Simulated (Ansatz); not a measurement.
# CH5MgSb: the cost of one run

All numbers below are computed with Ansatz 0.2.0 (RKS BLYP-D4/def2-SVP).

## 1. The system as given

Bond lengths: C1–Mg2 2.119 Å, Mg2–Sb3 2.638 Å, C1–H4 1.094 Å, C1–H5 1.098 Å, C1–H6 1.092 Å, Sb3–H7 1.735 Å, Sb3–H8 1.735 Å. Angles: C1–Mg2–Sb3 148.7°, Mg2–C1–H4 113.3°, Mg2–C1–H5 106.5°, Mg2–C1–H6 116.3°, H4–C1–H5 106.7°, H4–C1–H6 106.7°, H5–C1–H6 106.8°, Mg2–Sb3–H7 79.1°, Mg2–Sb3–H8 79.2°, H7–Sb3–H8 87.0°.

As a file:

```xyz
8

C    -0.9572    1.3296   -0.4432
Mg   -0.5621   -0.4598    0.6199
Sb    1.0888   -2.4458    1.1562
H    -1.6269    1.1878   -1.2962
H     0.0045    1.6693   -0.8499
H    -1.3637    2.1583    0.1395
H     1.2455   -2.3463   -0.5684
H     2.1711   -1.0930    1.2421
```

## 2. End point A

Input file input.yaml:

```yaml
crystal:
  periodic: [false, false, false]
  atoms:
    - { symbol: C, position_ang: [-0.95718, 1.32956, -0.44324] }
    - { symbol: Mg, position_ang: [-0.56205, -0.45977, 0.6199] }
    - { symbol: Sb, position_ang: [1.08878, -2.44582, 1.1562] }
    - { symbol: H, position_ang: [-1.62693, 1.18776, -1.29621] }
    - { symbol: H, position_ang: [0.00448, 1.66928, -0.84987] }
    - { symbol: H, position_ang: [-1.36365, 2.15834, 0.13949] }
    - { symbol: H, position_ang: [1.24549, -2.34633, -0.56842] }
    - { symbol: H, position_ang: [2.17106, -1.09302, 1.24214] }
basis:
  gaussian: { orbitals: def2-SVP }
hamiltonian:
  xc: blyp
  dispersion: d4
relax:
  f_tol: 0.015
  max_steps: 40
```

Started as:

```bash
> ansatz run input.yaml --threads 1 --pin off --max-ram 2048MiB --backend cpu --events-out ev --progress --plain --runs-dir out
```

**Question.** How long does this run take on 1 thread of Arm Neoverse V1, shared host, and how much memory does it need?

About 28 s, with a peak of 0.12 GiB.
